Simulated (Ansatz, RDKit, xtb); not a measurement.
**Isomers of C4H6O2Si, a sample narrowed down**

Which of a sample of isomers of C4H6O2Si is the most stable in the gas at 298.15 K, and what are its properties? The sample is small against all isomers, and the most stable one of this formula need not be in it.

Plan: many cheap relaxations first (GFN2-xTB), then density-functional screening, relaxation at PBE-D3(BJ)/def2-SVP, vibrations (at GFN2-xTB) and a final energy. The numbers are computed, not measured.

### 1 Candidates

Isomers were taken from a list of plausible structures; this is a sample, not all of them. That gives 7 candidates.

```csv
label,SMILES,spin
c152,O[Si]1(O)C=CC=C1,singlet
c228,OC1=CC=C(O)[SiH2]1,singlet
c459,OC1=CC=C[Si@@H]1O,singlet
c593,OC1=C[Si@@H](O)C=C1,singlet
c629,OC1=C[SiH2]C(O)=C1,singlet
c660,OC1=C[SiH2]C=C1O,singlet
c885,OC1=C(O)[SiH2]C=C1,singlet
```

Candidates are built by distance geometry, with a force field where one applies, in up to four conformers (letters a to d).

**Question.** With final energies at CCSD(T)/def2-SVP + MP2/def2-TZVPP - MP2/def2-SVP, which structure will this search put lowest in free energy, and by what margin?

| quantity | value |
| --- | --- |
| lowest structure found | O[Si]1(O)C=CC=C1, singlet |
| next finalist | OC1=C[Si@@H](O)C=C1, singlet, 32.9 kcal/mol higher in G |
| share at equilibrium, among the finalists | 100.0 % |

`O[Si]1(O)C=CC=C1` comes out lowest. Among the finalists first place is clear (32.9 kcal/mol); structures outside the list aren't covered. GFN2-xTB, HF/STO-3G, r2SCAN-D4/def2-SVP, PBE-D3(BJ)/def2-SVP, HF/def2-SVP and MP2/def2-SVP already put its bonding pattern lowest among the structures in one piece. Lowest found is not proven lowest: the search is finite, and each finalist counts with one conformer. Only 7 drawn patterns were tried, so whole families of isomers are missing, and the result ranks this sample alone.
